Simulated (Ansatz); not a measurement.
Crystal: ScTaN.

```
CELL_PARAMETERS angstrom
3.08507 0.00000 0.00000
-1.54253 2.67175 0.00000
0.00000 0.00000 10.34014
ATOMIC_POSITIONS crystal
Ta 0.33333 0.66667 0.24563
Ta 0.66667 0.33333 0.75437
Sc 0.00000 0.00000 0.00000
Sc 0.00000 0.00000 0.50000
N 0.33333 0.66667 0.62984
N 0.66667 0.33333 0.37016
```

The cell comes from a database or a generator and needn't be the stable form of this composition.

Base run:

```yaml
Program: Ansatz 0.2.0
Functional: r2SCAN
Potentials_or_basis: Ansatz PAW
Cutoff: "500 eV (not typed: the program's choice for these potentials)"
k_mesh: 10 × 10 × 3
Occupations: fermi-dirac, width 0.05 eV
Spin: no spin polarisation
Hubbard_terms: Sc d U = 6 eV, Ta d U = 6 eV
```

Its results: band gap on the k mesh none (metal or under the smearing width); pressure 11.3 GPa; largest force 0.524 eV/Å.

The run is repeated on the same cell with these changes: hubbard terms from Sc d U = 6 eV, Ta d U = 6 eV to Sc d U = 8 eV, Ta d U = 8 eV. What comes out?

Band gap on the k mesh none (metal or under the smearing width); pressure 18.5 GPa; largest force 0.698 eV/Å.

Caveats: spin-orbit coupling is left out, which moves the levels of the heavy elements; U without spin polarisation on a metal has little footing; the PAW data sets come from PBE, with cores solved anew for the run's functional, which leaves a small shift of forces and pressure.
